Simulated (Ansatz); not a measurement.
**C₂H₅AlSi: basis-set convergence**

The task here is to estimate one member of a computed series from the others.

Program: Ansatz 0.2.0, Gaussian basis. Level of theory: one geometry, several basis sets. These are calculated values, not measurements.

Levels to be run: PBE0-D4/def2-SVP; ωB97M-V/def2-SVP; PBE0-D4/def2-QZVPP; ωB97M-V/def2-QZVPP; the functionals' def2-TZVPP values are taken from earlier runs.

## Structure used throughout

All runs share one geometry, relaxed beforehand with PBE0-D4 in a triple-zeta def2 set.

SMILES `C=[C]1[AlH][SiH2]1`, 9 atoms, charge 0, spin multiplicity 1.

Atoms are counted from 1 here; the program's logs count them from 0.

Bond lengths: C1–C2 1.335 Å, C1–H5 1.091 Å, C1–H6 1.090 Å, C2–Al3 1.931 Å, C2–Si4 1.894 Å, Al3–Si4 2.353 Å, Al3–H7 1.584 Å, Si4–H8 1.492 Å, Si4–H9 1.493 Å. Angles: C2–C1–H5 122.8°, C2–C1–H6 122.2°, H5–C1–H6 115.0°, C1–C2–Al3 137.8°, C1–C2–Si4 134.3°, Al3–C2–Si4 75.9°, C2–Al3–Si4 51.3°, C2–Al3–H7 143.3°, Si4–Al3–H7 164.7°, C2–Si4–Al3 52.8°, C2–Si4–H8 110.3°, C2–Si4–H9 120.9°, Al3–Si4–H8 113.5°, Al3–Si4–H9 135.5°, H8–Si4–H9 109.3°.

As a file:

```xyz
9

C    -0.7278    1.2067   -0.8475
C    -0.1719    0.0650   -0.4340
Al    1.5899   -0.7216   -0.3517
Si   -0.1697   -0.8892    1.2015
H    -1.5058    1.7237   -0.2832
H    -0.4353    1.6902   -1.7794
H     2.9979   -0.7622   -1.0755
H    -0.9634   -2.1452    1.0682
H    -0.5254   -0.2138    2.4845
```

The first run:

The input, in.yaml:

```yaml
crystal:
  periodic: [false, false, false]
  atoms:
    - {symbol: C, position_ang: [-0.727774, 1.206697, -0.847547]}
    - {symbol: C, position_ang: [-0.171868, 0.065015, -0.434044]}
    - {symbol: Al, position_ang: [1.589869, -0.721560, -0.351680]}
    - {symbol: Si, position_ang: [-0.169658, -0.889203, 1.201451]}
    - {symbol: H, position_ang: [-1.505835, 1.723745, -0.283191]}
    - {symbol: H, position_ang: [-0.435272, 1.690225, -1.779357]}
    - {symbol: H, position_ang: [2.997864, -0.762182, -1.075527]}
    - {symbol: H, position_ang: [-0.963374, -2.145221, 1.068223]}
    - {symbol: H, position_ang: [-0.525353, -0.213815, 2.484473]}
basis:
  gaussian: {orbitals: def2-SVP}
hamiltonian: {xc: pbe0, dispersion: d4}
output: {orbitals: {seedname: orbitals}}
```

The run is started by

```bash
ansatz run in.yaml --threads 2 --pin off --events-out ev --progress --plain --max-ram 4352MiB
```

Steps of the session up to this table: PBE0-D4 in def2-SVP; ωB97M-V in def2-SVP; PBE0-D4 in def2-QZVPP; ωB97M-V in def2-QZVPP.

One table of the session follows, with a row left open; its other results are not shown here.

| functional | basis | HOMO (eV) | LUMO (eV) |
| --- | --- | --- | --- |
| PBE0-D4 | def2-SVP | -6.30 | -2.10 |
| PBE0-D4 | def2-TZVPP | -6.31 | -2.14 |
| PBE0-D4 | def2-QZVPP | ? | ? |
| ωB97M-V | def2-SVP | -8.19 | -0.29 |
| ωB97M-V | def2-TZVPP | -8.23 | -0.38 |
| ωB97M-V | def2-QZVPP | -8.24 | -0.45 |

**Question.** Estimate the row for PBE0-D4, def2-QZVPP.

As computed: HOMO (eV): -6.31; LUMO (eV): -2.16.
